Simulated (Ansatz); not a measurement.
Working through an atomisation energy of H4Si, SMILES [SiH4]

With the Ansatz DFT code, driven from Python.

Typed at the interpreter:
```pycon
>>> from collections import Counter
>>> import ansatz as az
>>> from ase import Atoms
>>> def energy(molecule, charge=0, unpaired=0):
...     calc = molecule.calculation().basis(gaussian='def2-SVP').functional('pbe0', dispersion='d4')
...     if charge:
...         calc = calc.charge(charge)
...     if unpaired:
...         calc = calc.spin('collinear', total=unpaired)
...     return calc.run().report['free_energy_ev']
...
>>> atoms = Atoms(['Si', 'H', 'H', 'H', 'H'], positions=[
...     (0.0, 0.0003, -0.0008),
...     (0.9513, -0.6773, 0.8764),
...     (-1.309, 0.0442, 0.646),
...     (-0.1032, -0.7292, -1.2622),
...     (0.4609, 1.362, -0.2594),
... ])
>>> geometry = az.Crystal.molecule_from_ase(atoms)
>>> # Hund ground states
>>> unpaired = {'Si': 2, 'H': 1}
>>> counts = Counter(site.symbol for site in geometry.cartesian_sites)
>>> atom_energy = {s: energy(az.Crystal.molecule().atom(s, (0, 0, 0)), 0, unpaired[s]) for s in counts}

>>> whole = energy(geometry, 0, 0)
>>> for s, e in atom_energy.items():
...     print(f'{s:2s} x{counts[s]}  {e:14.5f} eV')
...
Si x1     -7868.22521 eV
H  x4       -13.61361 eV
>>> print(f'H4Si: {whole:.5f} eV')
H4Si: -7936.26976 eV
>>> split = sum(counts[s] * e for s, e in atom_energy.items()) - whole
>>> print(f'atomisation energy (no zero-point term): {split:.3f} eV, {split / sum(counts.values()):.3f} eV an atom')
atomisation energy (no zero-point term): 13.590 eV, 2.718 eV an atom
```

13.590 eV from the electronic energies, without the zero-point term.

What to keep in mind:
- Total energies depend on the basis set; only differences at equal settings carry meaning.
- The geometry is a force-field or estimated start, not a minimum of this method, and the basis set is short of its limit. All parts are taken at fixed geometry, without zero-point energy.
- Hardware and time: 1.1 s on 1 thread of Arm Neoverse V1, on a shared host, peak memory 0.15 GiB.

(Lines on the test bed's own set-up are left out of the output.)
